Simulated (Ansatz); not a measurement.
# CH3Cl3GeSe: basis-set convergence

How large a basis does CH3Cl3GeSe need? Two functionals are run in growing sets.

Computed with Ansatz 0.2.0, Gaussian basis. Level: one geometry, several basis sets.

Levels to be run: PBE0-D4/def2-SVP; ωB97M-V/def2-SVP; PBE0-D4/def2-QZVPP; ωB97M-V/def2-QZVPP; the functionals' def2-TZVPP values are taken from earlier runs.

### 1 The relaxed structure

An earlier PBE0-D4 in a triple-zeta def2 set relaxation fixed the geometry.

9 atoms, charge 0, spin multiplicity 1.

Atoms are counted from 1 here; the program's logs count them from 0.

Bond lengths: C1–Se2 1.957 Å, C1–H7 1.087 Å, C1–H8 1.087 Å, C1–H9 1.089 Å, Se2–Ge3 2.312 Å, Ge3–Cl4 2.139 Å, Ge3–Cl5 2.127 Å, Ge3–Cl6 2.139 Å. Angles: Se2–C1–H7 110.1°, Se2–C1–H8 110.1°, Se2–C1–H9 105.4°, H7–C1–H8 111.3°, H7–C1–H9 109.9°, H8–C1–H9 109.9°, C1–Se2–Ge3 95.3°, Se2–Ge3–Cl4 112.3°, Se2–Ge3–Cl5 109.3°, Se2–Ge3–Cl6 112.2°, Cl4–Ge3–Cl5 108.7°, Cl4–Ge3–Cl6 105.6°, Cl5–Ge3–Cl6 108.7°.

### 2 PBE0-D4 in def2-SVP

The input, in.yaml:

```yaml
crystal:
  periodic: [false, false, false]
  atoms:
    - {symbol: C, position_ang: [-0.136810, -1.308909, 1.039339]}
    - {symbol: Se, position_ang: [1.436170, -0.566511, 0.141555]}
    - {symbol: Ge, position_ang: [0.287956, 1.126422, -0.936887]}
    - {symbol: Cl, position_ang: [-1.242357, 0.373013, -2.227767]}
    - {symbol: Cl, position_ang: [1.652905, 2.274478, -2.096603]}
    - {symbol: Cl, position_ang: [-0.709390, 2.428758, 0.436184]}
    - {symbol: H, position_ang: [-0.858012, -1.657574, 0.303904]}
    - {symbol: H, position_ang: [-0.575743, -0.565672, 1.700805]}
    - {symbol: H, position_ang: [0.233781, -2.150404, 1.622369]}
basis:
  gaussian: {orbitals: def2-SVP}
hamiltonian: {xc: pbe0, dispersion: d4}
output: {orbitals: {seedname: orbitals}}
```

Started as:

```
> ansatz run in.yaml --threads 4 --pin off --events-out ev --progress --plain --max-ram 11315MiB
```

After this run come: ωB97M-V in def2-SVP; PBE0-D4 in def2-QZVPP; ωB97M-V in def2-QZVPP.

Before running them: what should the planned runs give, taken together? Wanted: PBE0-D4: double and triple zeta above quadruple; ωB97M-V: double and triple zeta above quadruple.

**Answer**, as computed:

```
                                       quantity           value
PBE0-D4: double and triple zeta above quadruple  33.11, 3.74 eV
ωB97M-V: double and triple zeta above quadruple  32.83, 3.61 eV
```

In words: PBE0-D4 gains 29.37 eV from double to triple zeta, then 3.74 eV more. These are total energies; as a rule much of such shifts cancels in differences, which this series doesn't test.
